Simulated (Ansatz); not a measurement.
# In3Cl: the cost of one run

Computed with Ansatz 0.2.0 (DFT PBE, scalar-relativistic, plane waves, PAW, unless a step's input says otherwise).

1 further run of the same task is left out (it didn't finish).

### Step 1. Starting point

It takes space group P6_3/mmc (No. 194, hexagonal). Conventional cell: a = 6.581 Å, b = 6.581 Å, c = 6.119 Å, α = 90.00°, β = 90.00°, γ = 120.00°. In (site symmetry mm2) has 8 In at 3.26 to 3.59 Å and 4 Cl at 3.29 to 3.61 Å as nearest neighbours. Around Cl (site symmetry -6m2) lie 12 In at 3.29 to 3.61 Å.

Structure file:

```cif
data_structure
_symmetry_space_group_name_H-M 'P 1'
_symmetry_Int_Tables_number 1
_cell_length_a 6.5810
_cell_length_b 6.5810
_cell_length_c 6.1189
_cell_angle_alpha 90.000
_cell_angle_beta 90.000
_cell_angle_gamma 120.000
_cell_volume 229.50
loop_
_atom_site_label
_atom_site_type_symbol
_atom_site_fract_x
_atom_site_fract_y
_atom_site_fract_z
_atom_site_occupancy
In1 In 0.33019 0.16510 0.75000 1
In2 In 0.83490 0.16510 0.75000 1
In3 In 0.83490 0.66981 0.75000 1
In4 In 0.66981 0.83490 0.25000 1
In5 In 0.16510 0.83490 0.25000 1
In6 In 0.16510 0.33019 0.25000 1
Cl1 Cl 0.66667 0.33333 0.25000 1
Cl2 Cl 0.33333 0.66667 0.75000 1
```

(A quick probe on a coarse mesh, which set the mesh and smearing, is not shown.)

### Step 3. Relaxing cell and atoms

input.yaml reads:

```yaml
crystal:
  lattice:
    - [6.580997805, 0.0, 0.0]
    - [-3.2904989025, 5.6993112814, 0.0]
    - [0.0, 0.0, 6.118938]
  atoms:
    - { symbol: In, position: [0.330193, 0.1650965, 0.75] }
    - { symbol: In, position: [0.8349035, 0.1650965, 0.75] }
    - { symbol: In, position: [0.8349035, 0.669807, 0.75] }
    - { symbol: In, position: [0.669807, 0.8349035, 0.25] }
    - { symbol: In, position: [0.1650965, 0.8349035, 0.25] }
    - { symbol: In, position: [0.1650965, 0.330193, 0.25] }
    - { symbol: Cl, position: [0.66666667, 0.33333333, 0.25] }
    - { symbol: Cl, position: [0.33333333, 0.66666667, 0.75] }
basis:
  ecutwfc: 420
kpoints:
  mp_grid: { grid: [6, 6, 6] }
hamiltonian:
  xc: pbe
scf:
  occupations: { method: gaussian, width: 0.1 }
output:
  forces: true
  stress: true
  eigenvalues: true
relax:
  adjacent_minimum: "off"
  f_tol: 0.01
  max_steps: 80
  cell: { stress_tol: 0.05 }
```

Command:

```sh
> ansatz run input.yaml --threads 1 --pin off --max-ram 2560MiB --backend cpu --events-out ev --progress --plain --runs-dir out
```

Q: Estimate wall time and peak memory on 1 thread of Intel Xeon 6975P-C (Granite Rapids), shared host.

About 64 s, with a peak of 0.65 GiB.
